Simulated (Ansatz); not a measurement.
**Hf2+ (sextet): the correlation ladder, def2-QZVPP**

One table from this session's results is given with a row withheld; the runs are named, their logs left out.

Computed with Ansatz 0.2.0, Gaussian basis. Level: def2-QZVPP, core rule «outside noble gas», up to 8 orbitals frozen.

Plan: UHF; ROHF; CCSD(T) on UHF.

## What is computed

The geometry is a PBE0/def2-TZVP stationary point (not a proven minimum) of the parent state, kept for this charge and spin. No spin-orbit coupling is included. Elements past krypton take def2 core potentials.

2 atoms, charge 1, spin multiplicity 6.

Atoms are counted from 1 here; the program's logs count them from 0.

Bond lengths: Hf1–Hf2 2.714 Å.

Set-up of the first run:

in.yaml reads:

```yaml
crystal:
  periodic: [false, false, false]
  atoms:
    - {symbol: Hf, position_ang: [0.000000, 0.000000, 0.000000]}
    - {symbol: Hf, position_ang: [0.000000, 0.000000, 2.713600]}
basis:
  gaussian: {orbitals: "def2-QZVPP.json"}
total_charge: 1
magnetization: {spin_polarized: true, initial_magnetization: 5}
hamiltonian: {xc: hf}
output: {orbitals: {seedname: orbitals}}
```

Started as:

```
ansatz run in.yaml --threads 1 --pin off --events-out ev --progress --plain --max-ram 4096MiB --backend cpu
```

Among the steps run: UHF; ROHF; CCSD(T) on UHF.

One of the session's tables, all rows but one given; the rest of the session is left out.

| method | from UCCSD(T) (meV) |
| --- | --- |
| ROHF | +4381.3 |
| UHF | ? |
| UMP2 | +1186.9 |
| UCCSD | +380.1 |
| UCCSD(T) | 0 |

Q: Estimate the row for UHF from the others.

**Answer.** from UCCSD(T) (meV): +4010.5. In the column «from UCCSD(T) (meV)» it lies between UMP2 (+1186.9) and ROHF (+4381.3).

Caveats from the session: Warnings: spin contamination; coupled cluster took another determinant than the lowest.
